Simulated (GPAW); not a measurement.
Runs of GPAW 26.7.0 on InSb3. Symmetry: Fm-3m, No. 225, cubic system. The conventional cell has a = 7.589 Å, b = 7.589 Å, c = 7.589 Å, α = 90.00°, β = 90.00°, γ = 90.00°. Sb (site symmetry m-3m) has 8 Sb at 3.29 Å as nearest neighbours. Sb (site symmetry -43m) has 4 In at 3.29 Å and 4 Sb at 3.29 Å as nearest neighbours. In (site symmetry m-3m) has 8 Sb at 3.29 Å as nearest neighbours. The cell comes from a database or a generator and needn't be the stable form of this composition.

```tsv
level	gap on the mesh (eV)	pressure (GPa)	relaxed volume (Å³/atom)
PBEsol+D3	none	0.0	25.12
PBEsol+D3(BJ)+ATM	none	0.0	(a)
PBEsol	none	-0.1	(b)
PBEsol+D4	none	0.0	24.93
PBEsol+D3(BJ)	none	0.0	24.45
```

Alike in all rows: task relaxation of cell and atoms; potentials or basis PAW data sets generated in the run's folder for this functional, pw; no spin polarisation; cell relaxed; k mesh 5 × 5 × 5; cutoff (eV) 600; smearing fermi-dirac 0.05 eV.

Q: Fill in the values left out.

A: (a) 24.58; (b) 25.68.

Caveats: later steps reuse the first step's grids; pairwise dispersion overbinds metals, which lowers pressure and volume (some runs).

A k mesh can miss the band edges, and the runs leave out spin-orbit coupling on In, Sb.

A gap of «none» marks a metal or a gap under the smearing width.
